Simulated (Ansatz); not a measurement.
Runs of Ansatz 0.2.0 on CS2. Symmetry: Cmce, No. 64, orthorhombic system. The conventional cell has a = 7.292 Å, b = 5.989 Å, c = 9.851 Å, α = 90.00°, β = 90.00°, γ = 90.00°. Around S (site symmetry m) lie 1 C at 1.56 Å. Around C (site symmetry 2/m) lie 2 S at 1.56 Å. The cell comes from a database or a generator and needn't be the stable form of this composition.

```csv
task,level,cutoff (eV),basis error allowed,gap on the mesh (eV),pressure (GPa),largest force (eV/Å)
band structure,PBE,472,0.002 eV/atom,3.42,0.4,(a)
band structure,LDA,474,0.002 eV/atom,3.32,(b),0.25
single point,PBEsol,518,0.001 eV/atom,3.41,-0.1,0.05
band structure,PBEsol,472,0.002 eV/atom,3.41,-0.1,0.05
```

Alike in all rows: potentials or basis all-electron LAPW, scalar-relativistic; no spin polarisation; cell as given; k mesh 6 × 6 × 3; smearing fermi-dirac 0.05 eV.

Task: Fill in the values left out.

Result: (a) 0.23; (b) -1.2.

Caveats: an odd mesh through Γ misses points on the zone boundary, where band edges often lie (some runs).

Not every run made on this cell is shown here.
